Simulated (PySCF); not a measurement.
# BrH7OSi3: geometry, electronic excitations

Wanted: the electronic excitations of BrH7OSi3 (`O[SiH2][SiH2][SiH2]Br`), by calculation.

Computed with PySCF 2.14.0, with density-fitted response routines of our own, on a single molecule in the gas phase. Atoms are numbered from 0 throughout.

**1. The starting structure**

12 atoms, charge 0, multiplicity 1; geometry from: GFN2-xTB. The atoms were then displaced at random by about 0.01 Å, so the start is not that level's minimum.

Bonds of the start (Å): O0–Si1 1.66, Si1–Si2 2.29, Si2–Si3 2.36, Si3–Br4 2.25, O0–H5 0.94, Si1–H6 1.46, Si1–H7 1.46, Si2–H8 1.46, Si2–H9 1.49, Si3–H10 1.47, Si3–H11 1.44.

**2. Geometry optimisation at PBE0-D3(BJ)/def2-SVP**

What the job is given:

```
{"job": {"xc": "PBE0", "basis": "def2-SVP", "d3": "d3bj", "grid": 1, "shake": 0.01, "kind": "geom"}, "charge": 0, "multiplicity": 1}
O     -1.241380    -1.608920     0.503590
Si    -1.822580    -0.173350    -0.100140
Si     0.019620     1.126920     0.316090
Si     2.093160     0.050110    -0.047490
Br     2.307550    -0.301720    -2.255830
H     -1.776310    -2.382890     0.466800
H     -3.038690     0.204300     0.608510
H     -2.154560    -0.331230    -1.515500
H      0.029210     2.360030    -0.473530
H      0.123660     1.614580     1.723560
H      2.178800    -1.316730     0.481160
H      3.321200     0.730610     0.283750
```

Launch:

```sh
OMP_NUM_THREADS=1 python probes_run.py task.json out
```

The driver reads the jobs from task.json and runs them one after another.

Output:

```text
step   0  E = -3520.75203770  max force = 0.017796
step   1  E = -3520.76083256  max force = 0.005624
step   2  E = -3520.76156737  max force = 0.003958
step   3  E = -3520.76191205  max force = 0.001042
step   4  E = -3520.76205138  max force = 0.001588
step   5  E = -3520.76219827  max force = 0.002137
step   6  E = -3520.76227871  max force = 0.001558
step   7  E = -3520.76240439  max force = 0.001300
step   8  E = -3520.76244041  max force = 0.001196
step   9  E = -3520.76247063  max force = 0.000830
step  10  E = -3520.76246630  max force = 0.000460
step  11  E = -3520.76246598  max force = 0.000428
step  12  E = -3520.76246694  max force = 0.000303
step  13  E = -3520.76246926  max force = 0.000258
optimisation converged
```

It took 87 s on 1 thread of Intel Xeon 6975P-C, shared host; peak memory 0.55 GiB.

Step by step:

```csv
step,energy from step 0 (eV),largest force component (eV/Å)
0,0.0000,0.9151
1,-0.2393,0.2892
2,-0.2593,0.2035
3,-0.2687,0.0536
4,-0.2725,0.0817
5,-0.2765,0.1099
6,-0.2787,0.0801
7,-0.2821,0.0668
8,-0.2831,0.0615
9,-0.2839,0.0427
10,-0.2838,0.0237
11,-0.2838,0.0220
12,-0.2838,0.0156
13,-0.2839,0.0133
```

Distances of close pairs at the start and the end, largest changes first:

```csv
bond,before (Å),after (Å),change (Å)
Si3–H11,1.443,1.493,+0.050
Si1–Si2,2.293,2.341,+0.048
Si1–H6,1.457,1.498,+0.041
Si1–H7,1.462,1.497,+0.035
Si2–H8,1.464,1.496,+0.031
Si2–Si3,2.365,2.341,-0.024
Si3–H10,1.468,1.490,+0.022
O0–H5,0.942,0.962,+0.020
```

The final coordinates are the input of the step that follows.

```csv
at the end point,value
point group (found at 0.08 Å tolerance),C1
"rotational constants (GHz, main isotopes)","2.097, 0.824, 0.691"
dipole moment (D),1.65
```

**3. Excited states and response: PBE0/aug-cc-pVDZ**

What the job is given:

```
{"job": {"kind": "uv", "xc": "PBE0", "basis": "aug-cc-pVDZ"}, "charge": 0, "multiplicity": 1}
O     -1.119470    -1.688291     0.329183
Si    -1.694457    -0.190682    -0.147095
Si     0.062600     1.244748     0.429315
Si     2.005993     0.008114     0.013167
Br     1.884045    -0.705092    -2.108701
H     -1.610391    -2.463744     0.041135
H     -2.971069     0.161917     0.553658
H     -1.960658    -0.137142    -1.619400
H      0.067516     2.483709    -0.408531
H      0.010990     1.630320     1.875691
H      2.110011    -1.185267     0.899082
H      3.256417     0.815040     0.132234
```

Level: TDDFT PBE0/aug-cc-pVDZ, vertical, gas phase, core orbitals frozen in the response.

Output:

```text
coarse grid: 49056 points
cycle   1  E = -3521.2918625297  dE = -8.751e-01  |g| = 6.720e-01  |ddm| = 6.998e+00
cycle   2  E = -3521.1158909008  dE =  1.760e-01  |g| = 1.150e+00  |ddm| = 2.474e+00
cycle   3  E = -3521.3806593180  dE = -2.648e-01  |g| = 6.704e-02  |ddm| = 1.522e+00
cycle   4  E = -3521.3815153897  dE = -8.561e-04  |g| = 3.593e-02  |ddm| = 2.420e-01
cycle   5  E = -3521.3819556104  dE = -4.402e-04  |g| = 5.576e-03  |ddm| = 9.592e-02
cycle   6  E = -3521.3819648992  dE = -9.289e-06  |g| = 8.992e-04  |ddm| = 1.370e-02
final grid: 97664 points
cycle   7  E = -3521.3819458358  dE = -6.122e-09  |g| = 9.912e-04  |ddm| = 7.660e-03
cycle   8  E = -3521.3819456732  dE =  1.626e-07  |g| = 1.279e-03  |ddm| = 4.729e-03
cycle   9  E = -3521.3819461575  dE = -4.843e-07  |g| = 1.651e-04  |ddm| = 2.529e-03
cycle  10  E = -3521.3819461642  dE = -6.654e-09  |g| = 2.062e-05  |ddm| = 3.050e-04
cycle  11  E = -3521.3819461643  dE = -1.173e-10  |g| = 4.371e-06  |ddm| = 5.469e-05
converged SCF energy = -3521.3819461643

Static polarisability (au): isotropic 114.098, principal 96.731 116.734 128.829

Singlet excitations
state   eV       nm        f      main configurations
  1   5.6866    218.0   0.01120   H->L+1 0.57, H->L 0.38
  2   5.8738    211.1   0.06204   H->L 0.55, H->L+1 0.38
  3   6.1221    202.5   0.00878   H-1->L+1 0.65, H-1->L 0.30
  4   6.3696    194.6   0.00909   H-2->L 0.67, H-1->L 0.15
  5   6.5077    190.5   0.03042   H->L+2 0.57, H-2->L+1 0.17, H-3->L 0.14
  6   6.5104    190.4   0.02221   H-1->L 0.27, H-1->L+1 0.19, H-2->L 0.18
  7   6.5626    188.9   0.00800   H-2->L+1 0.47, H-1->L 0.22, H-3->L 0.11
  8   6.5790    188.5   0.00490   H-3->L 0.43, H->L+2 0.27, H-2->L+1 0.12
  9   6.9044    179.6   0.11270   H->L+3 0.83
 10   6.9351    178.8   0.05040   H->L+4 0.82, H->L+3 0.08

Triplet excitations (Tamm-Dancoff, eV): 5.1496 5.3388 5.7617 5.9247
```

Wall time 26 s (1 thread of Intel Xeon 6975P-C, shared host); peak memory 0.82 GiB.

Frontier orbitals and where they lie:

```
orbital     eV                         atoms
 HOMO−3  -8.82    O0 39 %, Si1 26 %, H7 17 %
 HOMO−2  -8.41  Br4 32 %, Si2 23 %, Si1 21 %
 HOMO−1  -8.26   Br4 75 %, Si3 11 %, H10 5 %
   HOMO  -7.73  Br4 34 %, Si2 23 %, Si3 19 %
   LUMO  -0.90  Si1 30 %, Si3 16 %, Si2 16 %
 LUMO+1  -0.76  Si3 32 %, Br4 21 %, Si2 18 %
 LUMO+2  -0.18  Si2 34 %, Si3 16 %, Si1 15 %
```

With each of the 10 states as a Gaussian band of 0.4 eV half-width at 1/e, the curve within the window shown has maxima at 181 nm (ε 7,900) L/(mol cm). Beyond the last state computed it falls off for lack of states. The curve at chosen wavelengths:

nm, ε (L/mol/cm) and a bar:
```
      171       3582 #############
      174       5499 #####################
      177       7069 ###########################
      180       7839 ##############################
      183       7738 ##############################
      185       7309 ############################
      188       6388 ########################
      191       5409 #####################
      194       4578 #################
      197       3994 ###############
      200       3673 ##############
      203       3555 #############
      206       3530 #############
      208       3505 #############
      211       3385 #############
      214       3126 ############
      217       2735 ##########
      220       2263 ########
      223       1772 ######
      226       1317 #####
      229        931 ###
      231        721 ##
      234        474 #
      237        300 #
      240        183 
      243        108
```

Further results of this job:

```csv
property,computed
dipole moment (D),1.58
polarisability (Å³),16.91
HOMO–LUMO gap (eV),6.83
−ε(HOMO) (eV),7.73
```

**4. Excited states and response: PBE0/def2-TZVPD**

Settings changed since step 3:

```diff
@@ -1,2 +1,2 @@
-{"job": {"kind": "uv", "xc": "PBE0", "basis": "aug-cc-pVDZ"}, "charge": 0, "multiplicity": 1}
+{"job": {"kind": "uv", "xc": "PBE0", "basis": "def2-TZVPD"}, "charge": 0, "multiplicity": 1}
 O     -1.119470    -1.688291     0.329183
```

With the program's defaults for keys left out, this is: TDDFT PBE0/def2-TZVPD, vertical, gas phase, core orbitals frozen in the response.

Output:

```text
coarse grid: 49056 points
cycle   1  E = -3521.3716534862  dE = -9.508e-01  |g| = 7.614e-01  |ddm| = 2.698e+00
cycle   2  E = -3521.1827223711  dE =  1.889e-01  |g| = 1.234e+00  |ddm| = 1.052e+00
cycle   3  E = -3521.4658861802  dE = -2.832e-01  |g| = 1.218e-01  |ddm| = 6.997e-01
cycle   4  E = -3521.4683038579  dE = -2.418e-03  |g| = 2.578e-02  |ddm| = 9.141e-02
cycle   5  E = -3521.4684391485  dE = -1.353e-04  |g| = 1.519e-02  |ddm| = 3.668e-02
cycle   6  E = -3521.4685045562  dE = -6.541e-05  |g| = 1.718e-03  |ddm| = 1.376e-02
cycle   7  E = -3521.4685050637  dE = -5.075e-07  |g| = 4.764e-04  |ddm| = 1.910e-03
final grid: 97664 points
cycle   8  E = -3521.4684900151  dE = -6.381e-08  |g| = 4.907e-04  |ddm| = 4.500e-03
cycle   9  E = -3521.4684900056  dE =  9.538e-09  |g| = 5.532e-04  |ddm| = 7.893e-04
cycle  10  E = -3521.4684900560  dE = -5.044e-08  |g| = 9.814e-05  |ddm| = 3.757e-04
cycle  11  E = -3521.4684900577  dE = -1.628e-09  |g| = 7.285e-06  |ddm| = 5.330e-05
cycle  12  E = -3521.4684900577  dE = -1.273e-11  |g| = 2.262e-06  |ddm| = 8.786e-06
converged SCF energy = -3521.4684900577

Static polarisability (au): isotropic 114.168, principal 96.773 116.701 129.031

Singlet excitations
state   eV       nm        f      main configurations
  1   5.6569    219.2   0.01252   H->L+1 0.53, H->L 0.43
  2   5.8118    213.3   0.06310   H->L 0.50, H->L+1 0.42
  3   6.1330    202.2   0.00713   H-1->L+1 0.61, H-1->L 0.34
  4   6.3220    196.1   0.01199   H-2->L 0.74, H-1->L 0.12
  5   6.4595    191.9   0.05202   H->L+2 0.68, H-2->L+1 0.14
  6   6.4983    190.8   0.01258   H-1->L 0.25, H-1->L+1 0.21, H-2->L+1 0.18
  7   6.5377    189.6   0.00370   H-2->L+1 0.57, H-1->L 0.15
  8   6.5689    188.7   0.00500   H-3->L 0.66, H-1->L 0.11, H-3->L+1 0.09
  9   6.8762    180.3   0.08669   H->L+3 0.78, H->L+4 0.10
 10   7.0373    176.2   0.02592   H->L+4 0.63, H-1->L+2 0.19

Triplet excitations (Tamm-Dancoff, eV): 5.0518 5.2210 5.7844 5.8061
```

Run time: 45 s. Hardware: 1 thread of Intel Xeon 6975P-C, shared host; peak memory 1.1 GiB.

Key values: HOMO -7.74 eV, LUMO -0.94 eV; lowest singlet 5.66 eV.

**5. Comparing the runs: electronic excitations**

Excitations and ground-state properties, with basis size and wall time:

```csv
run,lowest singlet (eV),brightest (eV),f,gap (eV),α (Å³),μ (D),functions,time
PBE0/aug-cc-pVDZ,5.69,6.90,0.113,6.83,16.91,1.58,203,26 s
PBE0/def2-TZVPD,5.66,6.88,0.087,6.80,16.92,1.56,289,45 s
```

**6. Results**

| quantity | value |
| --- | --- |
| point group | C1 |
| rotational constants (main isotopes) | 2.10, 0.82, 0.69 GHz |
| lowest singlet (PBE0/aug-cc-pVDZ) | 5.69 eV (218 nm), f = 0.011 |
| brightest single state of those computed | state 9, 6.90 eV, f = 0.113 |
| lowest triplet | 5.15 eV |
| range of the lowest singlet | 5.66 to 5.69 eV |

What this shows: The start of the PBE0/def2-SVP relaxation was shaken at random by about 0.01 Å, so part of the energy gained, and of the first lengths quoted, undoes that. The optimisation took 13 steps and gained 0.284 eV; among the close pairs (by a distance rule), Si3–H11 changed most, from 1.443 to 1.493 Å. No frequency check was run at this level, so the end point may be a saddle. The lowest singlet, at 5.69 eV, is HOMO→LUMO+1 0.57, HOMO→LUMO 0.38 and is weak; of the 10 states computed, the strongest absorption comes from state 9 at 6.90 eV (the last state computed absorbs too, and its partners may lie past the list). The lowest triplet lies 0.54 eV below the lowest singlet (triplets in Tamm-Dancoff, singlets in full TDDFT). The lowest singlet runs from 5.66 eV (PBE0/def2-TZVPD) to 5.69 eV (PBE0/aug-cc-pVDZ), while the orbital gap spans 6.80 to 6.83 eV. The lowest state need not be the same one in every run.
